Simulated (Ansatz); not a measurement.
What does this script print? It uses the Ansatz DFT code, driven from Python.

`edit_zrni2.py`:
```python
'''Keys set on an Input object, for ZrNi2.'''

import warnings

import ansatz as az
from ase import Atoms

OCCUPATIONS = 'methfessel_paxton'
WIDTH_EV = 0.3
XC = 'lda'

warnings.simplefilter('ignore', az.DeckWarning)

atoms = Atoms(
    ['Zr', 'Zr', 'Ni', 'Ni', 'Ni', 'Ni'],
    scaled_positions=[
        (0.0, 0.0, 0.0),
        (0.25, 0.25, 0.25),
        (0.625, 0.625, 0.625),
        (0.125, 0.625, 0.625),
        (0.625, 0.625, 0.125),
        (0.625, 0.125, 0.625),
    ],
    cell=[
        (0.0, 3.45775, 3.45775),
        (3.45775, 0.0, 3.45775),
        (3.45775, 3.45775, 0.0),
    ],
    pbc=True,
)
atoms.set_initial_magnetic_moments([0.0, 0.0, 1.5, 1.5, 1.5, 1.5])
zrni2 = az.Crystal.from_ase(atoms)

base = (
    zrni2.calculation()
    .kpoints(7, center='gamma')
    .occupations(OCCUPATIONS, width=WIDTH_EV)
    .spin(az.SpinTreatment.COLLINEAR)
    .functional(XC)
    .band_table()
)
typed = base.input()
rows = []
for value in [0.1, 0.3, 0.6]:
    edited = typed.set(az.key.scf.mixing.beta, value)
    r = az.Session.from_dict(edited).plan().execute().report
    rows.append((value, r['free_energy_ev'], r['n_iterations'], len(r['eigenvalues_ev'][0]) if 'eigenvalues_ev' in r else 0))
for row in rows:
    print('; '.join(f'{name} = {round(v, 4) if isinstance(v, float) else v}' for name, v in zip(['beta', 'F eV', 'iterations', 'bands listed'], row)))
```

```console
$ python edit_zrni2.py
RunWarning: the starting moments were not kept: the SCF closed with an absolute magnetisation of 2.4e-6 μB, where they sum to 6 μB in size (4 sites). That is at most 0.1 of that sum. Measured as dr2_m measures the in/out step, that magnetisation stands 7.1e-13 eV from none, at or under the dr2_threshold of 1.0e-7 eV: it is no larger than a step whose dr2_m would equal this threshold. The system may hold no moment; this SCF shows only that its start led to no more than that. To try another [...]
beta = 0.1; F eV = -31251.0942; iterations = 16; bands listed = 62
beta = 0.3; F eV = -31251.0942; iterations = 15; bands listed = 62
beta = 0.6; F eV = -31251.0942; iterations = 15; bands listed = 62
```
(Warnings from the package without file and line, shortened, repeats left out.)

The settings weren't tested for convergence. The SCF didn't keep the moments it started from (some shrank, vanished or turned); what is printed is the state reached. The mesh is modest for a metal, so energies can be off by several to tens of meV an atom and pressures by half a GPa or more; differences at equal mesh fare better. The structure is a deposited one; some such entries were measured under pressure or heat, so a shift against it needn't be the functional's error alone. The script silences the warnings on its input, which a real study should read. Hardware and time: 39 s on 1 thread of Intel(R) Xeon(R) 6975P-C (Granite Rapids), on a shared host, peak memory 0.58 GiB.
